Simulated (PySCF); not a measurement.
# GaAsH6 in PySCF: atomic charges with LDA

Aim: the atomic charges of GaAsH6 with LDA.

Everything below comes from runs of PySCF 2.14.0. Logs are shortened: lines on timing, memory, paths and dates and some standing lists are left out, and cuts for length are marked.

**1. The molecule as given**

The cell holds a molecule in a box, 8 atoms: a = 13.000 Å, b = 12.000 Å, c = 14.000 Å, α = 90.00°, β = 90.00°, γ = 90.00°.

**2. Atomic charges, LDA**

The input, run.py:

```python
import json
import numpy as np
from pyscf.pbc import gto, scf, dft, df
from pyscf.pbc.tools import pyscf_ase
from ase.io import read

atoms = read('GaAsH6.xyz')
cell = pyscf_ase.cell_from_ase(atoms)
cell.basis = 'pob-tzvp-rev2'
cell.exp_to_discard = 0
cell.precision = 1e-08
cell.max_memory = 2520  # MB
cell.verbose = 4
cell.build()

res = {}
kpts = cell.make_kpts([1, 1, 1])
mf = dft.KRKS(cell, kpts, xc='LDA_X,LDA_C_PW')
mf = mf.density_fit()
mf.with_df._cderi = 'cderi.h5'  # three-centre integrals saved by an earlier run on this cell, basis and mesh
mf.conv_tol = 1e-07
mf.max_cycle = 60

mf.kernel()
res.update(converged=bool(mf.converged), e_tot=mf.e_tot, nelec=cell.nelectron, nao=cell.nao, mesh=list(map(int, cell.mesh)), a=cell.lattice_vectors().tolist(), coords=cell.atom_coords().tolist(),
           mo_energy=[np.real(x).tolist() for x in mf.mo_energy], mo_occ=[np.real(x).tolist() for x in mf.mo_occ])
res.update(kpts=cell.get_scaled_kpts(kpts).tolist())
res['parts'] = {k: float(np.real(v)) for k, v in mf.scf_summary.items() if np.isscalar(v)}
json.dump(res, open('results.json', 'w'))
if not mf.converged:
    raise SystemExit('SCF not converged')

print('levels (eV)')
for i, kp in enumerate(res['kpts'][:40]):
    print('k %7.4f %7.4f %7.4f  ' % tuple(kp), ' '.join('%.3f' % (x * 27.211386) for x in res['mo_energy'][i][:40]))

# Mulliken populations
dm, s = np.asarray(mf.make_rdm1()), np.asarray(mf.get_ovlp())
sites = cell.aoslice_by_atom()[:, 2:]
tot = np.einsum('kij,kji->i', dm, s).real / len(kpts)
res['mulliken'] = [cell.atom_charge(i) - tot[a0:a1].sum() for i, (a0, a1) in enumerate(sites)]
print('Mulliken charges', np.round(res['mulliken'], 5))
res['meta_lowdin'] = mf.mulliken_meta()[1].tolist()
res['done'] = True
json.dump(res, open('results.json', 'w'))
```

The input, GaAsH6.xyz:

```xyz
8
Lattice="13.0000000000 0.0000000000 0.0000000000 0.0000000000 12.0000000000 0.0000000000 0.0000000000 0.0000000000 14.0000000000" Properties=species:S:1:pos:R:3 pbc="T T T"
Ga     6.3167000000      5.9142999600      5.5345999800
As     7.1656999700      5.6489000400      8.0418000600
H      7.2239000600      4.7784000000      4.9303000600
H      4.8042000500      5.5995999600      5.8382000600
H      6.7626999700      7.4148000000      5.3662999600
H      7.8059000500      6.8133000000      8.7566999800
H      8.2217999500      4.6272000000      8.3852000400
H      6.1969000600      5.2784000400      9.1377000400
```

Potentials or basis: pob-tzvp-rev2 (all-electron).

On the command line:

```console
OMP_NUM_THREADS=2 python -u run.py > log
```

Log:

```text
Discarded 0 diffused primitive functions, 0 contracted functions

PySCF version 2.14.0

[INPUT] verbose = 4
[INPUT] num. atoms = 8
[INPUT] num. electrons = 70
[INPUT] charge = 0
[INPUT] spin (= nelec alpha-beta = 2S) = 0
[INPUT] symmetry False subgroup None
[INPUT] Mole.unit = angstrom
[INPUT] Symbol           X                Y                Z      unit          X                Y                Z       unit  Magmom
[INPUT]  1 Ga     6.316700000000   5.914299960000   5.534599980000 AA   11.936833011040  11.176407142926  10.458878171223 Bohr   0.0
[INPUT]  2 As     7.165699970000   5.648900040000   8.041800060000 AA   13.541210434104  10.674873980645  15.196799661911 Bohr   0.0
[INPUT]  3 H      7.223900060000   4.778400000000   4.930300060000 AA   13.651192664629   9.029867313622   9.316916825327 Bohr   0.0
[INPUT]  4 H      4.804200050000   5.599599960000   5.838200060000 AA    9.078622342122  10.581710331525  11.032599173819 Bohr   0.0
[INPUT]  5 H      6.762699970000   7.414800000000   5.366299960000 AA   12.779650805904  14.011941268425  10.140837226664 Bohr   0.0
[INPUT]  6 H      7.805900050000   6.813300000000   8.756699980000 AA   14.751013250229  12.875271004499  16.547764717184 Bohr   0.0
[INPUT]  7 H      8.221799950000   4.627200000000   8.385200040000 AA   15.536950156463   8.744140723587  15.845731575292 Bohr   0.0
[INPUT]  8 H      6.196900060000   5.278400040000   9.137700040000 AA   11.710443934701   9.974730451493  17.267750484027 Bohr   0.0

nuclear repulsion = 23.7089914991243
number of shells = 54
number of NR pGTOs = 237
number of NR cGTOs = 118
basis = pob-tzvp-rev2
ecp = {}
lattice vectors  a1 [24.566439619, 0.000000000, 0.000000000]
                 a2 [0.000000000, 22.676713495, 0.000000000]
                 a3 [0.000000000, 0.000000000, 26.456165744]
dimension = 3
low_dim_ft_type = None
Cell volume = 14738.4
exp_to_discard = 0
rcut = 20.076871128879535 (nimgs = [1 1 1])
precision = 1e-08
pseudo = None
ke_cutoff = 26288590.59996151
    = [56703 52341 61065] mesh (181234308064995 PWs)

******** <class 'pyscf.pbc.dft.krks.KRKS'> ********
method = KRKS
initial guess = minao
damping factor = 0
level_shift factor = 0
DIIS = <class 'pyscf.scf.diis.CDIIS'>
diis_start_cycle = 1
diis_space = 8
diis_damp = 0
SCF conv_tol = 1e-07
SCF conv_tol_grad = None
SCF max_cycles = 60
direct_scf = True
direct_scf_tol = 1e-13

******** PBC SCF flags ********
N kpts = 1
Exchange divergence treatment (exxdiv) = ewald
    madelung (= occupied orbital energy shift) = 0.11502128564089276
    Total energy shift due to Ewald probe charge = -1/2 * Nelec*madelung = -4.02574499743
DF object = <pyscf.pbc.df.df.GDF object>
XC functionals = LDA_X,LDA_C_PW
small_rho_cutoff = 0
radial grids:
    Treutler-Ahlrichs [JCP 102, 346 (1995); DOI:10.1063/1.469408] (M4) radial grids

becke partition: Becke, JCP 88, 2547 (1988); DOI:10.1063/1.454033
pruning grids: <function nwchem_prune>
grids dens level: 3
symmetrized grids: False
atomic radii adjust function: <function treutler_atomic_radii_adjust>
Set gradient conv threshold to 0.000316228

******** <class 'pyscf.pbc.df.rsdf_builder._RSNucBuilder'> ********
mesh = [49 45 53] (116865 PWs)
ke_cutoff = 18.57868094385515
omega = 0.5413047523121697
exclude_d_aux = False
exclude_dd_block = True
j2c_eig_always = False
has_long_range = True
tot grids = 100176
cell vol = 14738.3625  sum(weights) = 14752.2796
nelec by numeric integration = 69.99999297890821
init E= -4159.88512798542
  HOMO = -0.265615840283  LUMO = -0.00932907842227  gap/eV = 6.97392
nelec by numeric integration = 69.99998980261505
cycle= 1 E= -4157.73735965629  delta_E= 2.15  |g|= 1.76  |ddm|= 2.78
  HOMO = -0.211892279345  LUMO = -0.0258172317499  gap/eV = 5.06336
nelec by numeric integration = 69.99998938159946
cycle= 2 E= -4157.42605092034  delta_E= 0.311  |g|= 2.95  |ddm|= 1.36
  HOMO = -0.201568966788  LUMO = -0.00549235512481  gap/eV = 5.33552
nelec by numeric integration = 69.99998954135387
cycle= 3 E= -4157.90851482867  delta_E= -0.482  |g|= 0.186  |ddm|= 0.898
  HOMO = -0.21594630272  LUMO = -0.00537306150197  gap/eV = 5.72999
nelec by numeric integration = 69.9999895979673
cycle= 4 E= -4157.91090457507  delta_E= -0.00239  |g|= 0.0722  |ddm|= 0.132
  HOMO = -0.217951946862  LUMO = -0.00701647440232  gap/eV = 5.73985
nelec by numeric integration = 69.99998957284555
cycle= 5 E= -4157.91122161516  delta_E= -0.000317  |g|= 0.0125  |ddm|= 0.029
  HOMO = -0.216495308001  LUMO = -0.00641180149287  gap/eV = 5.71666
nelec by numeric integration = 69.99998956464574
cycle= 6 E= -4157.91125675896  delta_E= -3.51e-05  |g|= 0.00399  |ddm|= 0.015
  HOMO = -0.216438771151  LUMO = -0.00660345271248  gap/eV = 5.70991
nelec by numeric integration = 69.99998957186439
cycle= 7 E= -4157.91125974607  delta_E= -2.99e-06  |g|= 0.00061  |ddm|= 0.0037
  HOMO = -0.216470586434  LUMO = -0.0065508456606  gap/eV = 5.71221
nelec by numeric integration = 69.9999895704756
cycle= 8 E= -4157.91125982132  delta_E= -7.52e-08  |g|= 6.64e-05  |ddm|= 0.00067
  HOMO = -0.216471051844  LUMO = -0.00655807816538  gap/eV = 5.71202
nelec by numeric integration = 69.99998957047097
Extra cycle  E= -4157.9112598214  delta_E= -8e-11  |g|= 9.79e-05  |ddm|= 0.000115
converged SCF energy = -4157.9112598214
levels (eV)
k  0.0000  0.0000  0.0000   -11519.559 -10071.072 -1444.694 -1293.378 -1293.378 -1293.337 -1228.428 -1089.598 -1089.499 -1089.498 -182.517 -140.605 -131.478 -131.477 -131.354 -95.698 -95.428 -95.428 -41.521 -41.519 -41.423 -41.422 -41.377 -18.266 -18.106 -18.106 -18.006 -18.005 -16.504 -10.289 -9.609 -9.608 -6.936 -5.891 -5.890 -0.178 -0.177 0.023 1.645 2.395
Mulliken charges [ 0.58985  0.33717 -0.26024 -0.26089 -0.26047 -0.04864 -0.04823 -0.04855]
 ** Mulliken pop on meta-lowdin orthogonal AOs **
 ** Mulliken pop  **
pop of  0 Ga 1s           1.99996
pop of  0 Ga 2s           1.99949
pop of  0 Ga 3s           1.99776
pop of  0 Ga 4s           1.11032
pop of  0 Ga 5s           0.01009
pop of  0 Ga 6s           0.00163
pop of  0 Ga 2px          1.99994
pop of  0 Ga 2py          1.99994
pop of  0 Ga 2pz          1.99994
pop of  0 Ga 3px          1.99979
pop of  0 Ga 3py          1.99980
pop of  0 Ga 3pz          1.99973
pop of  0 Ga 4px          0.77654
pop of  0 Ga 4py          0.82285
pop of  0 Ga 4pz          0.38362
pop of  0 Ga 5px          0.01010
pop of  0 Ga 5py          0.01077
pop of  0 Ga 5pz          0.00438
pop of  0 Ga 6px          0.00013
pop of  0 Ga 6py          0.00013
pop of  0 Ga 6pz          0.00012
pop of  0 Ga 3dxy         1.99661
pop of  0 Ga 3dyz         1.99717
pop of  0 Ga 3dz^2        1.99673
pop of  0 Ga 3dxz         1.99726
pop of  0 Ga 3dx2-y2      1.99600
pop of  0 Ga 4dxy         0.00153
pop of  0 Ga 4dyz         0.00078
pop of  0 Ga 4dz^2        0.00094
pop of  0 Ga 4dxz         0.00098
pop of  0 Ga 4dx2-y2      0.00129
pop of  0 Ga 5dxy         0.00063
pop of  0 Ga 5dyz         0.00075
pop of  0 Ga 5dz^2        0.00061
pop of  0 Ga 5dxz         0.00081
pop of  0 Ga 5dx2-y2      0.00038
pop of  0 Ga 6dxy         0.00045
pop of  0 Ga 6dyz         0.00040
pop of  0 Ga 6dz^2        0.00043
pop of  0 Ga 6dxz         0.00040
pop of  0 Ga 6dx2-y2      0.00048
pop of  1 As 1s           1.99996
[... 44 lines left out ...]
pop of  2 H 2py           0.00099
pop of  2 H 2pz           0.00050
pop of  3 H 1s            1.05827
pop of  3 H 2s            0.00056
pop of  3 H 3s            0.00080
pop of  3 H 2px           0.00175
pop of  3 H 2py           0.00017
pop of  3 H 2pz           0.00021
pop of  4 H 1s            1.05804
pop of  4 H 2s            0.00055
pop of  4 H 3s            0.00080
pop of  4 H 2px           0.00024
pop of  4 H 2py           0.00168
pop of  4 H 2pz           0.00022
pop of  5 H 1s            0.95540
pop of  5 H 2s            0.00164
pop of  5 H 3s            0.00056
pop of  5 H 2px           0.00071
pop of  5 H 2py           0.00222
pop of  5 H 2pz           0.00090
pop of  6 H 1s            0.95514
pop of  6 H 2s            0.00164
pop of  6 H 3s            0.00056
pop of  6 H 2px           0.00178
pop of  6 H 2py           0.00170
pop of  6 H 2pz           0.00035
pop of  7 H 1s            0.95534
pop of  7 H 2s            0.00164
pop of  7 H 3s            0.00056
pop of  7 H 2px           0.00162
pop of  7 H 2py           0.00031
pop of  7 H 2pz           0.00190
 ** Mulliken atomic charges  **
charge of    0Ga =     -0.12166
charge of    1As =      0.19028
charge of    2H =     -0.06136
charge of    3H =     -0.06176
charge of    4H =     -0.06153
charge of    5H =      0.03858
charge of    6H =      0.03883
charge of    7H =      0.03863
```

Wall time 31 s (2 threads of Intel Xeon at 2.70GHz, shared host); peak memory 1.9 GiB.

Results:

| Quantity | Value |
| --- | --- |
| Free energy | -113142.5293 eV |
| Gap between the frontier levels | 5.71 eV |
| Meta-löwdin charges | Ga -0.12; As +0.19; H -0.06, +0.04 e |

Caveat: this is a molecule in a periodic box at the Γ point, so its band gap is the HOMO-LUMO gap; population charges move with the basis; relativity is left out, which matters for the heavier elements; the basis of atomic orbitals isn't converged, which shifts pressures, moduli and gaps.
